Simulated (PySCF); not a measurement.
**Accurate constants of InF+, step by step**

The task here is to estimate one member of a computed series from the others.

The runs use PySCF 2.14.0; CCSD(T) on ROHF, scalar-relativistic core potentials.

2 further runs of the same task are left out: 2 set aside as unsound or not needed.

Set-up of the first run:

- molecule: InF+
- state: doublet, unpaired electrons σ ↑
- smaller basis: In cc-pwCVDZ-PP with ECP28, F aug-cc-pVDZ
- larger basis: In cc-pwCVTZ-PP with ECP28, F aug-cc-pVTZ
- frozen core orbitals: 5
- extrapolation: correlation as n⁻³ (n = 2, 3), Hartree–Fock as (n+1)·exp(−9√n)
- corrections: none
- distances (Å): 1.7054, 1.7829, 1.8605, 1.9380, 2.0155, 2.1124, 2.2093
- masses (u): 114.9039, 18.9984
- dissociation limit: In+ + F

The run is started by

```sh
OMP_NUM_THREADS=4 python comp.py task.json out
```

One table of the session follows, with a row left open; its other results are not shown here.

Parts of the energy along the bond, in eV from In+ + F:

| R (Å) | HF/CBS | CCSD corr. | (T) |
| --- | --- | --- | --- |
| 1.7054 | 0.326 | -0.751 | -0.0875 |
| 1.7829 | -0.076 | -0.761 | -0.1010 |
| 1.8605 | -0.194 | -0.788 | -0.1171 |
| 1.9380 | -0.121 | -0.832 | -0.1356 |
| 2.0155 | 0.078 | -0.895 | -0.1563 |
| 2.1124 | ? | ? | ? |
| 2.2093 | 0.851 | -1.174 | -0.2067 |

**Question.** Estimate the row for R (Å) = 2.1124.

Worked estimate for «HF/CBS». A straight line through the neighbours (2.0155, 0.078) and (2.2093, 0.851) gives 0.078 + (0.851 − 0.078) × (2.1124 − 2.0155) / (2.2093 − 2.0155) = 0.465; a parabola fitted to 3 rows on both sides gives 0.415.

**Answer.** HF/CBS: 0.434; CCSD corr.: -1.009; (T): -0.1837. In «HF/CBS» the line misses by +0.031 and the parabola by -0.019.

Caveats from the session: An extrapolation from double and triple zeta is rough, so this isn't yet the limit.
